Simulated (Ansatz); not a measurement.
# Hf: the cost of one run

Computed with Ansatz 0.2.0 (DFT PBEsol, scalar-relativistic, plane waves, PAW, unless a step's input says otherwise).

1 further run of the same task is left out (set aside as unsound or not needed).

## 1. Starting point

Symmetry: Fm-3m, No. 225, cubic system. The conventional cell has a = 4.273 Å, b = 4.273 Å, c = 4.273 Å, α = 90.00°, β = 90.00°, γ = 90.00°. Around Hf (site symmetry m-3m) lie 12 Hf at 3.02 Å.

Coordinates:

```cif
data_structure
_symmetry_space_group_name_H-M 'P 1'
_symmetry_Int_Tables_number 1
_cell_length_a 3.0215
_cell_length_b 3.0215
_cell_length_c 3.0215
_cell_angle_alpha 60.000
_cell_angle_beta 60.000
_cell_angle_gamma 60.000
_cell_volume 19.50
loop_
_atom_site_label
_atom_site_type_symbol
_atom_site_fract_x
_atom_site_fract_y
_atom_site_fract_z
_atom_site_occupancy
Hf1 Hf 0.00000 0.00000 0.00000 1
```

It was made, by the change told below, from a structure of the Crystallography Open Database.

## 2. One element swapped, cell strained: Ir → Hf, first probe

The structure above already holds this change against its source: Hf takes all sites of Ir, and lengths are scaled by 1.145 as a first guess of the size; strain xx, yy, zz, yz, xz, xy = -2.8, -2.8, -2.8, +0.0, +0.0, +0.0 %.

input.yaml

```yaml
crystal:
  lattice:
    - [0.0, 2.1365087124, 2.1365087124]
    - [2.1365087124, 0.0, 2.1365087124]
    - [2.1365087124, 2.1365087124, 0.0]
  atoms:
    - { symbol: Hf, position: [0.0, 0.0, 0.0] }
basis:
  ecutwfc: 420
kpoints:
  mp_grid: { grid: [8, 8, 8] }
hamiltonian:
  xc: pbesol
scf:
  occupations: { method: gaussian, width: 0.1 }
output:
  forces: true
  stress: true
  eigenvalues: true
```

The run is started by

```
$ ansatz run input.yaml --threads 1 --pin off --max-ram 1331MiB --backend cpu --events-out ev --progress --plain --runs-dir out
```

What time and memory should one allow on 1 thread of an x86-64 CPU, shared host?

About 1.9 s, with a peak of 0.3 GiB.
